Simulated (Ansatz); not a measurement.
**The Li atom: HSE06 and PBE0 against PBE**

How do the levels and moments change when part of the exchange is made exact, and what does it cost? PBE is run first for comparison.

Program: Ansatz 0.2.0. Level of theory: DFT, plane waves (420 eV) with PBE-made PAW files, scalar-relativistic; functionals as named at each step. These are calculated values, not measurements.

### Step 1. The system in its box

Periodic box: 14.0 × 14.4 × 14.8 Å.

As a file:

```
CELL_PARAMETERS angstrom
14.00000 0.00000 0.00000
0.00000 14.40000 0.00000
0.00000 0.00000 14.80000
ATOMIC_POSITIONS crystal
Li 0.50000 0.50000 0.50000
```

### Step 2. PBE single point

The run with PBE.

File input.yaml:

```yaml
crystal:
  lattice:
    - [14.0, 0.0, 0.0]
    - [0.0, 14.4, 0.0]
    - [0.0, 0.0, 14.8]
  atoms:
    - { symbol: Li, position: [0.5, 0.5, 0.5], spin: 0.999 }
  symmetry: { detect: false, time_reversal: true }
hamiltonian:
  xc: pbe
  pseudopotentials:
    kind: paw
    azcp:
      Li: "pseudopotentials/Li.paw.azcp"
basis:
  ecutwfc: 420
  fft_grid_basis: typed
kpoints:
  mp_grid: { grid: [1, 1, 1], shift: [0, 0, 0] }
magnetization:
  spin_polarized: true
scf:
  occupations: { method: fermi_dirac, width: 0.01 }
```

Run with:

```
$ ansatz run input.yaml --threads 4 --pin off --max-ram 10240MiB --backend cpu --events-out ev --progress --plain --runs-dir out
```

### Step 3. HSE06 single point

The run with HSE06.

Edit input.yaml of step 2 so:

```diff
@@ -9,3 +9,3 @@
 hamiltonian:
-  xc: pbe
+  xc: hse06
   pseudopotentials:
@@ -23 +23,6 @@
   occupations: { method: fermi_dirac, width: 0.01 }
+output:
+  write_density: true
+  write_potential: true
+  elf: true
+  volumetric_format: npy
```

### Step 4. PBE0

The run with PBE0.

Edit input.yaml of step 3 so:

```diff
@@ -9,3 +9,3 @@
 hamiltonian:
-  xc: hse06
+  xc: pbe0
   pseudopotentials:
@@ -23,6 +23 @@
   occupations: { method: fermi_dirac, width: 0.01 }
-output:
-  write_density: true
-  write_potential: true
-  elf: true
-  volumetric_format: npy
```

(Steps that only read results are left out.)

**Question.** What will these runs give? Wanted: PBE: gap; PBE: magnetic state; HSE06: gap; HSE06: magnetic state; PBE0: gap; PBE0: magnetic state; HSE06: above the element's usual form.

As calculated:

| quantity | value |
| --- | --- |
| PBE: gap | 1.88 eV |
| PBE: magnetic state | total moment 1.00 μB |
| HSE06: gap | 2.32 eV |
| HSE06: magnetic state | total moment 1.00 μB |
| HSE06: SCF cycles, exchange loops | 19, 2 |
| HSE06: CPU time over that of PBE | 1 |
| PBE0: gap | 3.01 eV |
| PBE0: magnetic state | total moment 1.00 μB |
| PBE0: SCF cycles, exchange loops | 19, 2 |
| PBE0: CPU time over that of PBE | 0.88 |
| HSE06: above the element's usual form (bcc) | 1.56 eV/atom |

In words: Exact exchange widens the gap from 1.88 eV (PBE) to 2.32 eV (HSE06). HSE06 and PBE took about the same CPU time here. PBE0 gives a gap of 3.01 eV. The exchange operator of HSE06 was renewed in 2 outer loops. The atom lies 1.56 eV above the element's usual form under HSE06 (from a run of its own). The total energies in the logs cannot be compared from one functional to another.
